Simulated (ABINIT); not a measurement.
Crystal: InTe2.

```
In Te
1.0
     5.22536    0.00000    0.00000
    -2.61268    4.52530    0.00000
     0.00000    0.00000    3.68613
In Te
1 2
Direct
  0.00000 0.00000 0.00000
  0.66667 0.33333 0.50000
  0.33333 0.66667 0.50000
```

The cell was built by a generator and needn't be a form met in nature.

```yaml
Program: ABINIT 10.8.3 (patched build)
Task: relaxation of cell and atoms
Functional: PBE
Dispersion: D3
Potentials_or_basis: JTH PAW PBE v2.0 sp
Cutoff: 599 eV
k_mesh: 4 × 4 × 5
Occupations: fermi-dirac, width 0.05 eV
Spin: no spin polarisation
```

At the start: pressure 2.1 GPa; volume 29.05 Å³/atom.

**Question.** How do energy, volume and symmetry change on relaxing?

**Answer.** Over 10 steps the energy falls by 12.3 meV/atom and the volume is 30.89 Å³/atom (+6.3 %); space group P6/mmm (No. 191, to 0.05 Å).

The path:
```csv
step,energy change (eV),largest force (eV/Å),pressure (GPa),volume (Å³)
1,0.0000,0.0000,2.09,87.16
2,-0.0072,0.0000,1.80,87.72
3,-0.0329,0.0000,0.08,91.72
4,-0.0339,0.0000,-0.10,92.30
5,-0.0349,0.0000,-0.22,92.80
6,-0.0360,0.0000,-0.23,93.12
7,-0.0366,0.0000,-0.13,93.06
8,-0.0368,0.0000,-0.04,92.83
9,-0.0368,0.0000,0.00,92.69
10,-0.0368,0.0000,0.00,92.67
```

Final structure:
```cif
data_structure
_symmetry_space_group_name_H-M 'P 1'
_symmetry_Int_Tables_number 1
_cell_length_a 5.2857
_cell_length_b 5.2857
_cell_length_c 3.8298
_cell_angle_alpha 90.000
_cell_angle_beta 90.000
_cell_angle_gamma 120.000
_cell_volume 92.67
loop_
_atom_site_label
_atom_site_type_symbol
_atom_site_fract_x
_atom_site_fract_y
_atom_site_fract_z
_atom_site_occupancy
In1 In 0.00000 0.00000 0.00000 1
Te1 Te 0.66667 0.33333 0.50000 1
Te2 Te 0.33333 0.66667 0.50000 1
```

Caveat: this set keeps more shells in the core, which shifts pressures and gaps; pairwise dispersion overbinds metals, which lowers pressure and volume.
